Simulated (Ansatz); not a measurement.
# ClH6NOSi2: ionisation energy by level of theory

The task here is to estimate one member of a computed series from the others.

Computed with Ansatz 0.2.0, Gaussian basis. Level: unrestricted cation, the program's frozen cores in correlated methods.

The runs, in order: UKS PBE-D4/def2-TZVPP; UKS r2SCAN-D4/def2-TZVPP; UKS PBE0-D4/def2-TZVPP; UKS B3LYP-D4/def2-TZVPP; UKS wB97X-V/def2-TZVPP; UKS wB97M-V/def2-TZVPP; UKS B2PLYP/def2-TZVPP; UHF-CCSD(T)/def2-TZVPP; UHF-MP2/def2-QZVPP; extrapolation to the limit; then −ε(HOMO) from the neutral's earlier runs with LDA (SPW92), PBE-D4, revPBE-D4, BLYP-D4, r2SCAN-D4, B97M-V, PBE0-D4, B3LYP-D4, r2SCANh-D4, r2SCAN0-D4, HSE06-D4, BHLYP-D4, CAM-B3LYP-D4, LC-ωPBE, ωB97X-V, ωB97M-V.

### The geometry

An earlier PBE0-D4 in a triple-zeta def2 set relaxation fixed the geometry.

SMILES `N[SiH](Cl)O[SiH3]`, 11 atoms, charge 0, spin multiplicity 1.

Atoms are counted from 1 here; the program's logs count them from 0.

Bond lengths: N1–Si2 1.692 Å, N1–H6 1.008 Å, N1–H7 1.007 Å, Si2–Cl3 2.072 Å, Si2–O4 1.620 Å, Si2–H8 1.474 Å, O4–Si5 1.643 Å, Si5–H9 1.482 Å, Si5–H10 1.484 Å, Si5–H11 1.484 Å. Angles: Si2–N1–H6 120.8°, Si2–N1–H7 120.0°, H6–N1–H7 111.6°, N1–Si2–Cl3 114.5°, N1–Si2–O4 108.4°, N1–Si2–H8 109.1°, Cl3–Si2–O4 106.3°, Cl3–Si2–H8 105.7°, O4–Si2–H8 112.8°, Si2–O4–Si5 142.5°, O4–Si5–H9 107.3°, O4–Si5–H10 110.1°, O4–Si5–H11 110.5°, H9–Si5–H10 109.7°, H9–Si5–H11 109.8°, H10–Si5–H11 109.5°.

Set-up of the first run:

The input, in.yaml:

```yaml
crystal:
  periodic: [false, false, false]
  atoms:
    - {symbol: N, position_ang: [0.046887, 1.316074, 1.824798]}
    - {symbol: Si, position_ang: [-0.505157, -0.024666, 0.952706]}
    - {symbol: Cl, position_ang: [0.437401, -1.807608, 1.428553]}
    - {symbol: O, position_ang: [-0.221108, 0.235534, -0.620873]}
    - {symbol: Si, position_ang: [0.270774, -0.514427, -1.997928]}
    - {symbol: H, position_ang: [0.960765, 1.703324, 1.651482]}
    - {symbol: H, position_ang: [-0.235021, 1.444416, 2.783094]}
    - {symbol: H, position_ang: [-1.933755, -0.236123, 1.248317]}
    - {symbol: H, position_ang: [0.008225, 0.414998, -3.122585]}
    - {symbol: H, position_ang: [1.722657, -0.813475, -1.925404]}
    - {symbol: H, position_ang: [-0.486268, -1.775044, -2.201459]}
basis:
  gaussian: {orbitals: def2-TZVPP}
total_charge: 1
magnetization: {spin_polarized: true, initial_magnetization: 1}
hamiltonian: {xc: pbe, dispersion: d4}
```

Launch:

```
$ ansatz run in.yaml --threads 2 --pin off --events-out ev --progress --plain --max-ram 22528MiB --backend cuda --devices 0, --max-vram 18GiB
```

Steps of the session up to this table: Cation, UKS PBE-D4/def2-TZVPP; Cation, UKS r2SCAN-D4/def2-TZVPP; Cation, UKS PBE0-D4/def2-TZVPP; Cation, UKS B3LYP-D4/def2-TZVPP; Cation, UKS wB97X-V/def2-TZVPP; Cation, UKS wB97M-V/def2-TZVPP; Cation, UKS B2PLYP (frozen core)/def2-TZVPP; Cation, UHF-CCSD(T)/def2-TZVPP; Cation, UHF-MP2/def2-QZVPP.

One table of the session follows, with a row left open; its other results are not shown here.

It belongs to the step «Ionisation energies side by side». Orbital estimates, from the neutral's runs:

| functional | −ε(HOMO) (eV) |
| --- | --- |
| LDA (SPW92) | ? |
| PBE-D4 | 6.56 |
| revPBE-D4 | 6.50 |
| BLYP-D4 | 6.41 |
| r2SCAN-D4 | 6.88 |
| B97M-V | 7.01 |
| PBE0-D4 | 8.01 |
| B3LYP-D4 | 7.75 |
| r2SCANh-D4 | 7.43 |
| r2SCAN0-D4 | 8.24 |
| HSE06-D4 | 7.61 |
| BHLYP-D4 | 9.36 |
| CAM-B3LYP-D4 | 9.44 |
| LC-ωPBE | 10.88 |
| ωB97X-V | 10.49 |
| ωB97M-V | 10.38 |

Q: Estimate the row for LDA (SPW92) from the others.

The run gave: −ε(HOMO) (eV): 6.73. In the column «−ε(HOMO) (eV)» it lies between PBE-D4 (6.56) and r2SCAN-D4 (6.88).
